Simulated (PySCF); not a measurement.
# Nb₃S⁺: singlet, from a trigonal pyramidal start

Aim: relax Nb₃S⁺ as a singlet from a trigonal pyramidal start, check by its vibrations whether the end is a minimum, and collect its spectrum and constants.

Computed with PySCF 2.14.0. Level: PBE0, basis S def2-SVP, Nb def2-SVP with ECP28, scalar-relativistic core potentials, no spin–orbit coupling, density fitting.

**1. The system as given**

4 atoms, charge 1, spin multiplicity 1.

Bond lengths: S1–Nb2 2.450 Å, S1–Nb3 2.450 Å, S1–Nb4 2.450 Å. Angles: Nb2–S1–Nb3 99.8°, Nb2–S1–Nb4 99.8°, Nb3–S1–Nb4 99.8°.

```xyz
4
charge 1 multiplicity 1
S     0.0000    0.0000   -1.0318
Nb    2.1632    0.0000    0.1184
Nb   -1.0816    1.8734    0.1184
Nb   -1.0816   -1.8734    0.1184
```

**2. Trigonal pyramidal start, singlet: relaxation**

The steps below are one call of a driver around PySCF. For each, scf.py gives the equivalent set-up of the SCF; relaxations use the driver's own optimiser. Before each start the driver seeks the lowest SCF state from one or more starting densities and follows internal instabilities, so scf.py alone need not reach the same state.

The program finds C3v symmetry in the start, which this walk keeps.

File scf.py:

```python
from pyscf import gto, scf, dft
mol = gto.M(atom='''
S     -0.000000    -0.000000    -1.031837
Nb     2.163208    -0.000007     0.118363
Nb    -1.081598     1.873397     0.118363
Nb    -1.081610    -1.873390     0.118363''',
    basis={'S': 'def2-SVP', 'Nb': 'def2-SVP'},
    ecp={'Nb': 'def2-SVP'},
    charge=1, spin=0)
mf = dft.RKS(mol, xc='PBE0')
mf.grids.atom_grid = (50, 194)
aux = {'S': 'def2-universal-JKFIT', 'Nb': 'def2-universal-JKFIT'}
mf = mf.density_fit(auxbasis=aux)
mf.kernel()
```

Energy and gradient, step by step:

```csv
step,energy (Eh),change (kJ/mol),largest symmetric gradient (Eh/bohr)
0,-568.161147,0.00,0.05632
1,-568.188062,-70.66,0.05496
2,-568.264364,-271.00,0.09258
3,-568.304609,-376.66,0.30348
4,-568.381630,-578.88,0.20636
5,-568.449011,-755.79,0.06956
6,-568.452295,-764.41,0.03962
7,-568.459253,-782.68,0.00394
8,-568.459313,-782.83,0.00032
9,-568.459314,-782.84,0.00004
```

The walk needed 33 s of wall time on 4 threads, shared host.

It settles in C3v symmetry, 782.8 kJ/mol below the start, after 9 steps: Nb–Nb 2.458 Å (×3), S–Nb 2.409 Å (×3); Nb–Nb–Nb 60.0° (×3), Nb–Nb–S 59.3° (×6), Nb–S–Nb 61.4° (×3).

**3. Is it a minimum? Harmonic modes**

The point is checked on the finer grid, and tightened if its gradient asks for it. The Hessian and the dipole derivatives come from central differences of analytic gradients, with steps of 0.01 bohr.

scf.py: that of step 2 with these lines changed.

```diff
@@ -3,4 +3,4 @@
-S     -0.000000    -0.000000    -1.031837
-Nb     2.163208    -0.000007     0.118363
-Nb    -1.081598     1.873397     0.118363
-Nb    -1.081610    -1.873390     0.118363''',
+S      0.000000    -0.000000    -1.745705
+Nb     1.419011    -0.000005     0.200217
+Nb    -0.709502     1.228902     0.200217
+Nb    -0.709509    -1.228897     0.200217''',
@@ -11 +11 @@
-mf.grids.atom_grid = (50, 194)
+mf.grids.atom_grid = (75, 302)
```

This SCF starts from the last density.

SCF at the final geometry:

```text
init E= -568.459392510961
  HOMO = -0.341067317717376  LUMO = -0.297421010341559  gap/eV = 1.18768
cycle= 1 E= -568.459392499082  delta_E= 1.19e-08  |g|= 0.000221  |ddm|= 0.000239
  HOMO = -0.341053269151234  LUMO = -0.297423280300336  gap/eV = 1.18723
cycle= 2 E= -568.459391868521  delta_E= 6.31e-07  |g|= 0.0016  |ddm|= 0.00162
  HOMO = -0.341068629782966  LUMO = -0.297422732255882  gap/eV = 1.18767
cycle= 3 E= -568.459392511391  delta_E= -6.43e-07  |g|= 2.13e-05  |ddm|= 0.00144
  HOMO = -0.341067799058353  LUMO = -0.297421865112796  gap/eV = 1.18767
cycle= 4 E= -568.45939251158  delta_E= -1.89e-10  |g|= 1.11e-05  |ddm|= 3.51e-05
  HOMO = -0.341067971421504  LUMO = -0.297421970011534  gap/eV = 1.18767
cycle= 5 E= -568.459392511318  delta_E= 2.62e-10  |g|= 8.19e-06  |ddm|= 9.13e-05
  HOMO = -0.341067882581742  LUMO = -0.297421784846016  gap/eV = 1.18767
cycle= 6 E= -568.459392511106  delta_E= 2.13e-10  |g|= 6.2e-06  |ddm|= 0.000148
  HOMO = -0.341067880148194  LUMO = -0.297421763467256  gap/eV = 1.18767
cycle= 7 E= -568.459392511115  delta_E= -8.98e-12  |g|= 1.81e-06  |ddm|= 2.2e-05
  HOMO = -0.341067816771004  LUMO = -0.297421852672954  gap/eV = 1.18767
Extra cycle  E= -568.459392511086  delta_E= 2.83e-11  |g|= 1.11e-05  |ddm|= 1.3e-05
converged SCF energy = -568.459392511086
```

The whole step took 36 s.

Geometry: C3v; Nb–Nb 2.458 Å (×3), S–Nb 2.408 Å (×3); Nb–Nb–Nb 60.0° (×3), Nb–Nb–S 59.3° (×6), Nb–S–Nb 61.4° (×3).

Modes, for the most abundant isotopes:

```json
{"symmetry": "e", "ω (cm⁻¹)": "217", "IR (km/mol)": "0.1", "μ (u)": "81.30"}
{"symmetry": "e", "ω (cm⁻¹)": "288", "IR (km/mol)": "3.2", "μ (u)": "44.46"}
{"symmetry": "a1", "ω (cm⁻¹)": "289", "IR (km/mol)": "6.7", "μ (u)": "63.76"}
{"symmetry": "a1", "ω (cm⁻¹)": "452", "IR (km/mol)": "13.7", "μ (u)": "41.24"}
```

All wavenumbers are real: a minimum.

Properties at this point:

```
Dipole moment about the centre of mass                          : 2.46 D
Highest occupied level                                          : -9.28 eV
Lowest empty level                                              : -8.09 eV
Rotational constants                                            : 0.04331, 0.04331, 0.03004 cm⁻¹
Zero-point energy                                               : 10.5 kJ/mol
Principal polarisabilities                                      : 121.0, 138.9, 138.9 bohr³
Principal traceless quadrupole moments about the centre of mass : -20.72, 10.36, 10.36 D Å
Entropy at 298.15 K and 1 bar                                   : 334.2 J/(mol K)
Heat capacity Cp at 298.15 K                                    : 75.4 J/(mol K)
Enthalpy at 298.15 K above 0 K                                  : 16.84 kJ/mol
Rotational symmetry number                                      : 3
```

Charges (e) and bond orders:

```csv
atom,Mulliken,Löwdin,polar tensor,Mayer order to S1
S1,-0.22,0.55,-0.31,–
"Nb2,3,4",0.41,0.15,0.44,0.89
```

Mulliken populations on S1: s 5.92, p 10.22, d 0.08.

**4. Stability of the closed shell**

At the lowest minimum the closed shell is tested against spin polarisation, on the (50, 194) grid. It is unstable: an open-shell solution lies lower. That solution was not followed to a minimum here.

**5. Outcome**

```
                            quantity                                                                                               value
                             minimum                                     singlet, C3v (closed shell, unstable towards spin polarisation)
                            geometry  Nb–Nb 2.458 Å (×3), S–Nb 2.408 Å (×3); Nb–Nb–Nb 60.0° (×3), Nb–Nb–S 59.3° (×6), Nb–S–Nb 61.4° (×3)
                  wavenumbers (cm⁻¹)                                                                217 (e), 288 (e), 289 (a1), 452 (a1)
      dipole moment (centre of mass)                                                                                              2.46 D
highest occupied, lowest empty level                                                                                     -9.28, -8.09 eV
           polar-tensor charge of S1                                                                                             -0.31 e
                   zero-point energy                                                                                         10.5 kJ/mol
```

What this shows: The molecule stays C3v, as typed, and the end point is a minimum. The strongest infrared band lies at 452 cm⁻¹ (a1). Other starts or spin states, not run here, may lie lower. The small gap makes a closed-shell description doubtful. Spin polarisation would lower this closed shell, so its numbers describe a constrained state.

The search up to here took 2.1 min.
